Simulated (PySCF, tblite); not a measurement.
# C₆H₁₂B₂F₂: geometry, infrared bands and NMR shifts

Wanted: the infrared bands and NMR shifts of C₆H₁₂B₂F₂ (`BC(CCB(F)F)=C(C)C`), by calculation.

Computed with tblite 0.8.0 and PySCF 2.14.0, with density-fitted response routines of our own, on a single molecule in the gas phase. Atoms count from 0, in the outputs and in this text.

### Step 1. Starting geometry

22 atoms, charge 0, multiplicity 1; geometry from: force field or distance geometry start.

Bonds of the start (Å): B0–C1 1.58, C1–C2 1.50, C2–C3 1.49, C3–B4 1.60, B4–F5 1.44, B4–F6 1.45, C1–C7 1.32, C7–C8 1.50, C7–C9 1.51, B0–H10 1.19, B0–H11 1.20, C2–H12 1.12, C2–H13 1.10, C3–H14 1.10, C3–H15 1.11, C8–H16 1.10, C8–H17 1.10, C8–H18 1.13, C9–H19 1.12, C9–H20 1.10, C9–H21 1.10.

### Step 2. Optimising the geometry with GFN2-xTB

Job settings and geometry (Å):

```
{"job": {"kind": "relax", "xc": "GFN2-xTB", "basis": "xTB"}, "charge": 0, "multiplicity": 1}
B     -0.314200     1.847200     0.836900
C     -0.205200     0.629700    -0.159400
C      1.071900     0.476500    -0.923600
C      2.271200     0.338700    -0.046200
B      2.189000    -0.934700     0.911600
F      2.402600    -0.748800     2.321800
F      2.608100    -2.198400     0.331500
C     -1.213800    -0.219400    -0.245600
C     -1.204300    -1.414800    -1.148700
C     -2.419400     0.079200     0.616000
H     -0.420000     1.662900     2.003700
H     -0.726400     2.851700     0.322500
H      1.234800     1.440300    -1.475600
H      0.985900    -0.310700    -1.694000
H      3.177400     0.213600    -0.662900
H      2.455900     1.214000     0.619000
H     -0.355400    -2.084500    -0.959100
H     -1.327800    -1.129800    -2.208700
H     -2.124700    -2.030400    -0.917800
H     -2.075200     0.001000     1.674100
H     -3.159300    -0.722300     0.443300
H     -2.861500     1.058500     0.360300
```

Run with:

```sh
OMP_NUM_THREADS=1 python probes_run.py task.json out
```

One launch serves the whole session: the jobs run in the order shown.

**Question.** This job is followed by: GFN2-xTB harmonic vibrations, gas phase; GIAO PBE0/pcSseg-1 NMR shielding, non-relativistic, gas phase. What will the session give for the following? strongest single infrared mode (GFN2-xTB); zero-point energy (GFN2-xTB); 13C shifts against TMS (PBE0/pcSseg-1); 1H shifts against TMS (PBE0/pcSseg-1, means over atoms taken as alike); 11B shifts against BF3·OEt2 (PBE0/pcSseg-1); 19F shifts against CFCl3 (PBE0/pcSseg-1, means over atoms taken as alike).

As calculated:

| quantity | value |
| --- | --- |
| strongest single infrared mode (GFN2-xTB) | 1268 cm⁻¹, 267 km/mol |
| zero-point energy (GFN2-xTB) | 108.2 kcal/mol |
| 13C shifts against TMS (PBE0/pcSseg-1) | 176.6, 154.2, 33.1, 29.7, 25.1, 18.5 ppm |
| 1H shifts against TMS (PBE0/pcSseg-1, means over atoms taken as alike) | 7.19, 2.64, 2.40, 2.23, 1.28 ppm |
| 11B shifts against BF3·OEt2 (PBE0/pcSseg-1) | 69.2, 28.6 ppm |
| 19F shifts against CFCl3 (PBE0/pcSseg-1, means over atoms taken as alike) | -67.2 ppm |

What this shows: Relaxing lowered the energy by 1.382 eV in 164 steps; the close pair that moved most is B4–F6, from 1.452 to 1.321 Å. No mode is imaginary among the 60: a minimum at this level. The strongest single mode, at 1268 cm⁻¹, moves mainly B4. Unscaled tight-binding wavenumbers are off by several per cent, some by more. Its intensities can rank the bands wrongly. At PBE0/pcSseg-1: The largest span, 315 ppm, is at F5, F6, where the paramagnetic term is -231 ppm.
